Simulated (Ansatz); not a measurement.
# Al (Al (111), 5 layers): a single-point run

Wanted: a converged single-point run for Al (Al (111), 5 layers), and a check of what comes out. The structure is shown as the input types it.

Computed with Ansatz 0.2.0 (DFT, PBEsol, all-electron LAPW, scalar-relativistic, unless a step's input says otherwise).

## Step 1: The structure to begin with

The structure is trigonal, space group P-3m1 (No. 164). Conventional cell: a = 2.840 Å, b = 2.840 Å, c = 25.274 Å, α = 90.00°, β = 90.00°, γ = 120.00°. Around Al (site symmetry 3m) lie 9 Al at 2.84 to 2.87 Å. Al (site symmetry 3m) has 12 Al at 2.84 to 2.87 Å as nearest neighbours. Around Al (site symmetry -3m) lie 12 Al at 2.84 to 2.86 Å.

As a file:

```xyz
5
Lattice="2.8396 0.0000 0.0000 -1.4198 2.4592 0.0000 0.0000 0.0000 25.2741" Properties=species:S:1:pos:R:3 pbc="T T T"
Al    2.1297    0.4099    7.9434
Al   -0.7099    2.0493   10.2968
Al    0.7099    1.2296   12.6371
Al    2.1297    0.4099   14.9773
Al   -0.7099    2.0493   17.3308
```

## Step 2: Running it

File input.yaml:

```yaml
crystal:
  lattice:
    - [2.839598291, 0.0, 0.0]
    - [-1.4197991455, 2.4591642566, 0.0]
    - [0.0, 0.0, 25.2741]
  atoms:
    - { symbol: Al, position: [0.8333333333, 0.1666666667, 0.3142881639], spin: 2.0 }
    - { symbol: Al, position: [0.1666666667, 0.8333333333, 0.4074033804] }
    - { symbol: Al, position: [0.5, 0.5, 0.5000000114] }
    - { symbol: Al, position: [0.8333333333, 0.1666666667, 0.5925965672] }
    - { symbol: Al, position: [0.1666666667, 0.8333333333, 0.6857118771] }
  periodic: [true, true, false]
kpoints:
  mp_grid: { grid: [15, 15, 1] }
scf:
  occupations: { method: fermi_dirac, width: 0.1 }
  max_iter: 50
hamiltonian:
  xc: pbesol
  pseudopotentials: { kind: all_electron, lapw: { basis_error: 0.001 } }
output:
  forces: true
  stress: true
  eigenvalues: true
```

Launch:

```
$ ansatz run input.yaml --threads 2 --pin off --max-ram 4096MiB --backend cpu --events-out ev --progress --plain --runs-dir out
```

What happens when this is run?

The program refused the input before any cycle. It says: «inconsistent input (magnetization.spin_polarized): false but per-atom `spin:`, `per_species`, `initial_magnetization`, `magnetic_field`, or `spin_locking` is set»

Starting moments are given, but spin polarisation is off.

Fix: switch spin polarisation on, or remove the moments.
